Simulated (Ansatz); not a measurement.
# Si₃H₇Cl: molecular dynamics

Aim: follow the atoms for 60 steps of 0.5 fs with a Nosé-Hoover thermostat, with velocities drawn for 300 K, and see to which side of the barrier the system falls.

Program: Ansatz 0.2.0, Gaussian basis. Level of theory: B3LYP-D4/def2-SVPD. These are calculated values, not measurements.

1 further run of the same task is left out (it didn't finish).

### Step 1. Starting geometry

The start, a first-order saddle point found at PBE0-D4 in triple zeta: 11 atoms, charge 0, spin multiplicity 1.

Atoms are counted from 1 here; the program's logs count them from 0.

Bond lengths: Si1–Cl3 2.221 Å, Si1–H6 1.480 Å, Si1–H7 1.479 Å, Si1–H8 1.495 Å, Si2–Cl3 2.360 Å, Si2–H4 1.507 Å, Si2–Si5 2.359 Å, Si5–H9 1.490 Å, Si5–H10 1.489 Å, Si5–H11 1.491 Å. Angles: Cl3–Si1–H6 115.9°, Cl3–Si1–H7 115.4°, Cl3–Si1–H8 91.8°, H6–Si1–H7 117.4°, H6–Si1–H8 105.8°, H7–Si1–H8 105.8°, Cl3–Si2–H4 95.1°, Cl3–Si2–Si5 96.9°, H4–Si2–Si5 101.2°, Si1–Cl3–Si2 71.1°, Si2–Si5–H9 113.0°, Si2–Si5–H10 110.3°, Si2–Si5–H11 108.5°, H9–Si5–H10 108.2°, H9–Si5–H11 108.6°, H10–Si5–H11 108.0°.

Geometry (Å):

```mol
ClH7Si3
  3D, bonds by distance, orders not assigned

 11 10  0  0  0  0  0  0  0  0999 V2000
   -0.6274   -1.0033    1.9225 Si  0  0
    0.9257    0.1530    0.0911 Si  0  0
   -0.4950   -1.7119   -0.1783 Cl  0  0
    2.1581   -0.5428   -0.4275 H   0  0
    0.2212    1.3272   -1.8295 Si  0  0
    0.5616   -1.2563    2.7664 H   0  0
   -1.3409    0.2779    2.1167 H   0  0
   -1.6098   -2.0746    2.2719 H   0  0
    0.2351    0.4901   -3.0624 H   0  0
   -1.1595    1.8500   -1.6368 H   0  0
    1.1311    2.4905   -2.0340 H   0  0
  1  3  8  0
  1  6  8  0
  1  7  8  0
  1  8  8  0
  2  3  8  0
  2  4  8  0
  2  5  8  0
  5  9  8  0
  5 10  8  0
  5 11  8  0
M  END
```

### Step 2. The run

Contents of md/in.yaml:

```yaml
crystal:
  periodic: [false, false, false]
  atoms:
    - {symbol: Si, position_ang: [-0.627448, -1.003316, 1.922524]}
    - {symbol: Si, position_ang: [0.925681, 0.153015, 0.091095]}
    - {symbol: Cl, position_ang: [-0.495036, -1.711882, -0.178347]}
    - {symbol: H, position_ang: [2.158083, -0.542766, -0.427511]}
    - {symbol: Si, position_ang: [0.221197, 1.327216, -1.829527]}
    - {symbol: H, position_ang: [0.561594, -1.256263, 2.766409]}
    - {symbol: H, position_ang: [-1.340889, 0.277942, 2.116711]}
    - {symbol: H, position_ang: [-1.609846, -2.074572, 2.271861]}
    - {symbol: H, position_ang: [0.235065, 0.490145, -3.062387]}
    - {symbol: H, position_ang: [-1.159520, 1.850010, -1.636790]}
    - {symbol: H, position_ang: [1.131119, 2.490471, -2.034038]}
basis:
  gaussian: {orbitals: def2-SVPD}
hamiltonian: {xc: {name: B3LYP}, dispersion: d4}
md: {n_steps: 60, timestep: 0.5, temperature: 300, ensemble: nvt_nose_hoover, seed: 681, initial_velocities: maxwell_boltzmann}
```

Run with:

```console
ansatz run in.yaml --threads 4 --pin off --events-out ev --progress --plain --max-ram 9574MiB
```

Before running it: what results should come out? Wanted: temperature at the start; mean temperature, second half; lowest and highest potential energy, from the first frame; largest change of potential + kinetic.

As calculated:

| quantity | value |
| --- | --- |
| length | 60 steps, 30.0 fs |
| temperature at the start | 300 K |
| mean temperature, second half | 229 K |
| lowest and highest potential energy, from the first frame | 0 and 156 meV |
| largest change of potential + kinetic | 5.9 meV |

By the last frame it has moved towards the side where Si1–Cl3 form. The thermostat trades energy with the molecule, so the sum of potential and kinetic energy isn't conserved: it changes by +6 meV over the run. The mean temperature of the second half is still well below the 300 K set. The instant temperature ranges from 166 to 300 K, as energy passes between motion and strain.
